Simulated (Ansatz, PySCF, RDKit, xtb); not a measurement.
# Si2OF4: a search for the lowest isomer

Given the formula Si2OF4 and nothing else, which arrangement of the atoms is the most stable in the gas at 200 K, and what are its properties?

Plan: many cheap relaxations first (GFN2-xTB), then density-functional screening, relaxation at r2SCAN-D4/def2-SVP, vibrations and a final energy. The numbers are computed, not measured.

7 further runs of the same task are left out: 7 set aside as unsound or not needed.

### 1 Candidates

A program enumerates the bonding patterns with one Lewis structure each (two rings at most, one unusual centre or charged pair), with their diastereomers. O–O, O–halogen and N–halogen bonds and N–N–N chains are not drawn. That gives 8 candidates.

| label | SMILES | spin |
| --- | --- | --- |
| c244 | O=[Si-](F)(F)[Si+](F)F | singlet |
| c305 | F[Si]O[Si](F)(F)F | singlet |
| c378 | F[Si+]1O[Si-]1(F)(F)F | singlet |
| c536 | F[Si](F)=[O+][Si-](F)F | singlet |
| c833 | F[Si]1(F)O[Si]1(F)F | singlet |
| c846 | F[Si]O[Si](F)(F)F | triplet |
| c847 | O=[Si+][Si-](F)(F)(F)F | singlet |
| c859 | O=[Si](F)[Si](F)(F)F | singlet |

Candidates are built by distance geometry, with a force field where one applies, in up to four conformers (letters a to d). 6 starts with atoms placed at random are added, to find patterns that the rules miss.

**Question.** With final energies at CCSD(T)/def2-SVP + MP2/def2-TZVPP - MP2/def2-SVP, which structure will this search put lowest in free energy, and by what margin?

| quantity | value |
| --- | --- |
| lowest structure found | F[Si]O[Si](F)(F)F, singlet, Cs |
| next finalist | F[Si]1(F)O[Si]1(F)F, singlet, 29.4 kcal/mol higher in G |
| share at equilibrium, among the finalists | 100.0 % |
| harmonic wavenumbers, lowest and highest (r2SCAN-D4/def2-SVP) | 22 and 1083 cm⁻¹ |
| rotational constants, same geometry | 0.1074, 0.03716, 0.03489 cm⁻¹ |
| dipole moment (PBE0/def2-SVPD) | 1.97 D |
| HOMO energy (PBE0/def2-SVPD) | -8.64 eV |
| LUMO energy (PBE0/def2-SVPD) | -2.52 eV |
| HOMO–LUMO gap (PBE0/def2-SVPD) | 6.12 eV |
| lowest excitation (TD-PBE0/def2-SVPD) | 5.46 eV (f = 0.140) |
| strongest of the states computed, same level | 7.98 eV (f = 0.285) |
| lowest triplet excitation, same level, Tamm-Dancoff | 3.01 eV |
| vertical ionisation energy | 11.05 eV |
| vertical electron affinity | 0.51 eV |
| vertical triplet less singlet | +3.06 eV |

The lowest structure found is `F[Si]O[Si](F)(F)F`. Among the finalists first place is clear (29.4 kcal/mol); structures outside the list aren't covered. GFN2-xTB, HF/STO-3G, r2SCAN-D4/def2-SVP, r2SCAN-D4/def2-SVP, relaxed, HF/def2-SVP and MP2/def2-SVP already put its bonding pattern lowest among the structures in one piece. The search is not exhaustive (a finite list of starts, one conformer a finalist), so a lower isomer can't be ruled out. Patterns outside the rules of the enumeration were met only by chance.
